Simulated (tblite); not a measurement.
# C5H16O2Si2: the cost of one run

The runs use tblite 0.8.0 and PySCF 2.14.0, with density-fitted response routines of our own; the level of theory stands in each step. All values are computed, except where a source is named. Atoms count from 0, in the outputs and in this text.

**1. The starting structure**

25 atoms, charge 0, multiplicity 1; geometry from: force field or distance geometry start.

Bonds of the start (Å): C0–C1 1.50, C1–C2 1.52, C2–C3 1.51, C2–C4 1.50, C4–Si5 1.85, Si5–O6 1.71, C2–O7 1.40, O7–Si8 1.69, C0–H9 1.11, C0–H10 1.12, C0–H11 1.11, C1–H12 1.14, C1–H13 1.10, C3–H14 1.11, C3–H15 1.08, C3–H16 1.11, C4–H17 1.10, C4–H18 1.12, Si5–H19 1.48, Si5–H20 1.48, O6–H21 0.99, Si8–H22 1.46, Si8–H23 1.47, Si8–H24 1.47.

**2. Optimising the geometry with GFN2-xTB**

The job: settings as JSON, then the geometry in Å.

```
{"job": {"kind": "relax", "xc": "GFN2-xTB", "basis": "xTB"}, "charge": 0, "multiplicity": 1}
C     -2.486700    -0.841000     0.193700
C     -1.281200    -0.545100     1.027300
C     -0.034300    -0.305500     0.188700
C      0.179700    -1.556600    -0.635200
C      1.151300     0.078800     1.017800
Si     2.682900     0.396100     0.036900
O      2.462600     0.480600    -1.654600
O     -0.404800     0.673000    -0.737700
Si    -0.906400     2.129400    -0.053400
H     -2.677700    -1.922900     0.028100
H     -3.386600    -0.464100     0.752800
H     -2.467200    -0.326100    -0.790600
H     -1.103400    -1.468800     1.670500
H     -1.457700     0.283300     1.723700
H     -0.795800    -2.070800    -0.753300
H      0.473400    -1.223700    -1.621000
H      0.911000    -2.217200    -0.120700
H      0.971900     0.958000     1.655600
H      1.383500    -0.755400     1.735100
H      3.755400    -0.563400     0.397900
H      3.199300     1.723100     0.443800
H      3.018400    -0.189500    -2.133100
H     -2.318700     2.338500    -0.355800
H     -0.125200     3.224700    -0.636000
H     -0.754800     2.188500     1.407300
```

Run with:

```
$ OMP_NUM_THREADS=1 python probes_run.py task.json out
```

One launch serves the whole session: the jobs run in the order shown.

Q: Estimate the wall time of this first job on 1 thread of Arm Neoverse N1, shared host.

About 4 s.
